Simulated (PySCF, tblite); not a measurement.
**C₄H₁₅NP₂Si: geometry, infrared bands and NMR shifts**

Aim: predict the infrared bands and NMR shifts of C₄H₁₅NP₂Si (`CC(C)N(C)[SiH](P)P`).

Computed with tblite 0.8.0 and PySCF 2.14.0, with density-fitted response routines of our own, on a single molecule in the gas phase. Atoms count from 0, in the outputs and in this text.

## (1) Starting geometry

23 atoms, charge 0, multiplicity 1; geometry from: force field or distance geometry start.

Bonds of the start (Å): C0–C1 1.50, C1–C2 1.54, C1–N3 1.43, N3–C4 1.46, N3–Si5 1.76, Si5–P6 2.22, Si5–P7 2.22, C0–H8 1.12, C0–H9 1.10, C0–H10 1.11, C1–H11 1.10, C2–H12 1.11, C2–H13 1.10, C2–H14 1.14, C4–H15 1.10, C4–H16 1.10, C4–H17 1.12, Si5–H18 1.48, P6–H19 1.45, P6–H20 1.47, P7–H21 1.43, P7–H22 1.43.

## (2) Geometry optimisation with GFN2-xTB

Job settings and geometry (Å):

```
{"job": {"kind": "relax", "xc": "GFN2-xTB", "basis": "xTB"}, "charge": 0, "multiplicity": 1}
C     -1.703100     1.221200    -0.272700
C     -1.184500    -0.181700    -0.299100
C     -2.061200    -1.136300     0.526100
N      0.137300    -0.305100     0.240800
C      0.510400    -1.714400     0.173100
Si     1.360200     0.686000    -0.538900
P      3.306200    -0.287700    -0.080900
P      1.488500     2.724800     0.342800
H     -2.675700     1.213300    -0.833500
H     -1.867400     1.631900     0.733000
H     -1.030300     1.879500    -0.865100
H     -1.254200    -0.547900    -1.337900
H     -2.805700    -1.662000    -0.107600
H     -1.401700    -1.800000     1.106600
H     -2.608700    -0.491100     1.287400
H      1.489300    -1.761000    -0.333200
H      0.592600    -2.207500     1.154600
H     -0.206700    -2.279200    -0.470300
H      1.156800     0.763900    -1.999800
H      3.569200    -1.433400    -0.922900
H      3.193000    -0.810400     1.287000
H      1.064300     2.778700     1.710700
H      0.926800     3.745600    -0.490300
```

Launch:

```
$ OMP_NUM_THREADS=1 python probes_run.py task.json out
```

The driver reads the jobs from task.json and runs them one after another.

**Question.** This job is followed by: GFN2-xTB harmonic vibrations, gas phase; GIAO PBE0/pcSseg-1 NMR shielding, non-relativistic, gas phase. What will the session give for the following? strongest single infrared mode (GFN2-xTB); zero-point energy (GFN2-xTB); 13C shifts against TMS (PBE0/pcSseg-1, means over atoms taken as alike); 1H shifts against TMS (PBE0/pcSseg-1, means over atoms taken as alike); 15N shifts against NH3 (PBE0/pcSseg-1); 29Si shifts against TMS (PBE0/pcSseg-1); 31P shifts against H3PO4 (PBE0/pcSseg-1, means over atoms taken as alike).

The runs gave:

| quantity | value |
| --- | --- |
| strongest single infrared mode (GFN2-xTB) | 2047 cm⁻¹, 207 km/mol |
| zero-point energy (GFN2-xTB) | 113.6 kcal/mol |
| 13C shifts against TMS (PBE0/pcSseg-1, means over atoms taken as alike) | 56.9, 40.2, 24.4 ppm |
| 1H shifts against TMS (PBE0/pcSseg-1, means over atoms taken as alike) | 5.98, 2.72, 2.70, 1.46, 1.38 ppm |
| 15N shifts against NH3 (PBE0/pcSseg-1) | 37.2 ppm |
| 29Si shifts against TMS (PBE0/pcSseg-1) | -23.8 ppm |
| 31P shifts against H3PO4 (PBE0/pcSseg-1, means over atoms taken as alike) | -270.5 ppm |

What this shows: Relaxing lowered the energy by 2.341 eV in 300 steps; the close pair that moved most is P6–H20, from 1.469 to 1.380 Å. All 63 modes are real, so the xTB geometry is a minimum. The strongest single mode, at 2047 cm⁻¹, moves mainly H18. GFN2-xTB is a fitted tight-binding method: band positions and strengths are rough. Its intensities can rank the bands wrongly. The most deshielded carbon is C1 (sp3 CH bonded to N), at 56.9 ppm: pulled downfield by the heteroatom. At PBE0/pcSseg-1: The widest tensor belongs to Si5: span 148 ppm, with a paramagnetic part of -510 ppm.
